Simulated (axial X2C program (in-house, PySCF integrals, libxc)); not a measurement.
# A two-component session on Ga₂: properties at the nuclei

Wanted for Ga₂: properties at the nuclei, at the two-component level.

Computed with an in-house X2C program for linear molecules on PySCF integrals. Level: two-component X2C with atomic mean-field terms, Ga dyall-cv3z.

All values are calculated.

## Step 1: Input

Contents of task.json:

```json
{"zs": [31, 31], "q": 0, "bas": ["dyall-cv3z", "dyall-cv3z"], "r0": 2.48, "levels": ["PBE0", "HF", "BP86", "BHandHLYP", "PBE50"], "nst": 3}
```

Keys: zs atomic numbers; q charge; bas basis sets; r0 starting distance in Å; levels methods (HF also brings MP2); nst determinants followed.

Run with:

```sh
$ python soeom.py task.json out
```

Further steps of the session: Expectation values, lowest determinant; Expectation values, a higher determinant; Expectation values, a higher determinant.

**Question.** What will these runs give? Wanted: lowest determinant; A∥/gI Ga; qzz Ga; higher determinant (for each run or level that gives them).

**Answer**, as computed:

| quantity | value |
| --- | --- |
| lowest determinant | Ω = 1 (excess of +ω over −ω: ω = -1/2, ω = 3/2) |
| A∥/gI Ga (MHz), PBE0 | -199 |
| qzz Ga (a.u.), PBE0 | 1.07 |
| higher determinant | Ω = 2 (excess of +ω over −ω: ω = 1/2, ω = 3/2) |
| A∥/gI Ga (MHz), PBE0, higher determinant | 58.7 |
| qzz Ga (a.u.), PBE0, higher determinant | -2.14 |
| higher determinant | Ω = 1 (excess of +ω over −ω: 2 × ω = 1/2) |
| A∥/gI Ga (MHz), PBE0, higher determinant | 316 |
| qzz Ga (a.u.), PBE0, higher determinant | -2.15 |

In words: The expectation values come from single determinants, which for open shells can mix terms of unlike spin or miss the lowest Ω, so a determinant need not be a state. A∥ is the parallel hyperfine constant, which follows by multiplying with the nuclear g factor gI = μI/(I μN); qzz is the electric field gradient, eQq0 = 234.96 MHz × Q/barn × qzz. The operators were transformed with the bare-nucleus X2C matrices. A second determinant lies within 0.1 eV of the first, so their order is not settled at this level.
